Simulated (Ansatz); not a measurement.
# Hf2ZrTe6: the cost of one run

Program: Ansatz 0.2.0. Level of theory: DFT PBE, scalar-relativistic, plane waves, PAW. These are calculated values, not measurements.

1 further run of the same task is left out (set aside as unsound or not needed).

## Step 1: Starting point

It takes space group P-3m1 (No. 164, trigonal). The conventional cell has a = 3.975 Å, b = 3.975 Å, c = 21.469 Å, α = 90.00°, β = 90.00°, γ = 120.00°. Zr (site symmetry -3m) has 6 Te at 2.92 Å as nearest neighbours. Around Hf (site symmetry 3m) lie 6 Te at 2.90 Å. Te (site symmetry 3m) has 3 Zr at 2.92 Å as nearest neighbours. Around Te (site symmetry 3m) lie 3 Hf at 2.90 Å.

As a file:

```
Zr Hf Te
1.0
     3.97491    0.00000    0.00000
    -1.98745    3.44237    0.00000
     0.00000    0.00000   21.46905
Zr Hf Te
1 2 6
Cartesian
  0.0000 0.0000 0.0000
  0.0000 0.0000 7.1295
  0.0000 0.0000 14.3395
  0.0000 2.2949 1.8005
  0.0000 2.2949 8.9039
  0.0000 2.2949 16.1125
  1.9875 1.1475 5.3566
  1.9875 1.1475 12.5651
  1.9875 1.1475 19.6686
```

It is the end of an earlier relaxation with the same method, from a generated guess; it needn't be the stable form of this composition. At a tolerance of 0.05 Å it has space group P-3m1 (No. 164); it has 32.64 Å³/atom, an uncorrected energy of -0.85 eV/atom over the elements.

## Step 2: Bands, states and charges

The input, input.yaml:

```yaml
crystal:
  lattice:
    - [3.9749084133, 0.0, 0.0]
    - [-1.9874542066, 3.4423716636, 0.0]
    - [0.0, 0.0, 21.4690502842]
  atoms:
    - { symbol: Zr, position: [0.0, 0.0, 0.0] }
    - { symbol: Hf, position: [0.0, 0.0, 0.3320831759] }
    - { symbol: Hf, position: [0.0, 0.0, 0.6679168241] }
    - { symbol: Te, position: [0.3333333333, 0.6666666667, 0.0838628633] }
    - { symbol: Te, position: [0.3333333333, 0.6666666667, 0.4147330887] }
    - { symbol: Te, position: [0.3333333333, 0.6666666667, 0.750497579] }
    - { symbol: Te, position: [0.6666666667, 0.3333333333, 0.249502421] }
    - { symbol: Te, position: [0.6666666667, 0.3333333333, 0.5852669113] }
    - { symbol: Te, position: [0.6666666667, 0.3333333333, 0.9161371367] }
basis:
  ecutwfc: 420
kpoints:
  mp_grid: { grid: [12, 12, 2] }
  band_path:
    path:
      - [[0.0, 0.0, 0.0], [0.5, 0.0, 0.0], [0.33333333, 0.33333333, 0.0], [0.0, 0.0, 0.0], [0.0, 0.0, 0.5], [0.5, 0.0, 0.5], [0.33333333, 0.33333333, 0.5], [0.0, 0.0, 0.5]]
      - [[0.5, 0.0, 0.5], [0.5, 0.0, 0.0]]
      - [[0.33333333, 0.33333333, 0.5], [0.33333333, 0.33333333, 0.0]]
    npoints: 14
hamiltonian:
  xc: pbe
scf:
  occupations: { method: gaussian, width: 0.1 }
  n_extra_bands: 22
output:
  forces: true
  stress: true
  eigenvalues: true
  populations: true
  dos: { projected: true, de: 0.02, nscf_kmesh: { grid: [15, 15, 3] } }
  bader: true
  write_density: true
  write_potential: true
  elf: true
  volumetric_format: npy
```

Started as:

```bash
ansatz run input.yaml --threads 1 --pin off --max-ram 2560MiB --backend cpu --events-out ev --progress --plain --runs-dir out
```

What time and memory should one allow on 1 thread of Arm Neoverse V2, shared host?

About 5.4 min, with a peak of 2.1 GiB.
